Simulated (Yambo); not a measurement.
CS2, 6 atoms in the cell. Symmetry: Cmce, No. 64, orthorhombic system. The conventional cell has a = 7.292 Å, b = 5.989 Å, c = 9.851 Å, α = 90.00°, β = 90.00°, γ = 90.00°. S (site symmetry m) is surrounded by 1 C at 1.56 Å. C (site symmetry 2/m) is surrounded by 2 S at 1.56 Å. The cell comes from a database or a generator and needn't be the stable form of this composition.

```yaml
Program: Yambo 5.3.0
Task: energy-loss spectrum
Functional: PBE
Potentials_or_basis: PseudoDojo 0.4.1 SR PBE standard
Cutoff: 1116 eV
Density_cutoff: 4463 eV
k_mesh: 4 × 4 × 2
Occupations: fixed
Spin: no spin polarisation
k_mesh_of_the_self-consistent_run: 6 × 6 × 4
Broadening: 0.3 eV
Kernel: Hartree (RPA with local fields)
Top_of_the_energy_range: 50 eV
Energy_points: 250
Correction_of_the_levels: none
Bands_in_the_response: 46
Cutoff_of_the_response_matrix: 3 Ry
```

Potentials or basis: PseudoDojo 0.4.1 SR PBE standard.

The run is started by

```console
$ OMP_NUM_THREADS=1 pw.x -in scf.in > scf.out
$ OMP_NUM_THREADS=1 pw.x -in nscf.in > nscf.out
$ cd tmp/pwscf.save; p2y; mv SAVE ../..; cd ../..
$ OMP_NUM_THREADS=1 yambo
$ OMP_NUM_THREADS=1 yambo -F eels1.in -J eels1 -C eels1_out
```

Hardware: 1 thread of Arm Neoverse V1, on a shared host.

Question: Estimate the wall time of this run.

Answer: It took 10 min on 1 thread of Arm Neoverse V1 (shared host).
